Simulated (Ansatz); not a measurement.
# The vanadium atom (quartet): the correlation ladder, def2-TZVP

How much of the correlation energy of the vanadium atom (quartet) does each wave-function method recover here?

The runs use Ansatz 0.2.0, Gaussian basis; def2-TZVP, core rule «outside noble gas», up to 9 orbitals frozen.

To be run: CCSD(T) on UHF; CISD; CCSDT(Q) on ROHF; CCSDT(Q) on UHF; Full CI.

21 further runs of the same task are left out: 20 for a known fault of the program, 1 that didn't finish.

### Step 1. The atom

A free atom, in its lowest state of this spin that the program finds.

1 atom, charge 0, spin multiplicity 4.

### Step 2. CCSD(T) on UHF

in.yaml

```yaml
crystal:
  periodic: [false, false, false]
  atoms:
    - {symbol: V, position_ang: [0.000000, 0.000000, 0.000000]}
basis:
  gaussian: {orbitals: def2-TZVP}
magnetization: {spin_polarized: true, initial_magnetization: 3}
correlation: {method: ccsd_t, electrons: outside_noble_gas}
```

Command:

```sh
ansatz run in.yaml --threads 1 --pin off --events-out ev --progress --plain --max-ram 3916MiB
```

Further steps of the session: CISD; CCSDT(Q) on ROHF; CCSDT(Q) on UHF; Full CI.

Q: Predict the results of all the runs planned. Wanted: FCI below the UHF energy; UMP2 from FCI; UCCSD(T) from FCI; UCCSDT(Q) from FCI; effectively unpaired electrons.

**Answer**, as computed:

| quantity | value |
| --- | --- |
| FCI below the UHF energy | -1.7140 eV |
| UMP2 from FCI | +37.5 kJ/mol |
| UCCSD(T) from FCI | -6.1 kJ/mol |
| UCCSDT(Q) from FCI | -8.1 kJ/mol |
| levels within 1 kcal/mol (43 meV) | UCCSD |
| effectively unpaired electrons | 3.09 |

**Reading.** UCCSD(T) lands -6.1 kJ/mol from the yardstick (3.7 % of the correlation energy). UCCSD, UCCSD(T), UCCSDT, UCCSDT(Q) fall below full CI: unrestricted runs freeze a spin-polarised core, another one than full CI's, and coupled cluster isn't variational. One determinant dominates. These misses are within one basis, not against nature; the frozen cores of restricted and unrestricted runs differ, which can shift their rows.
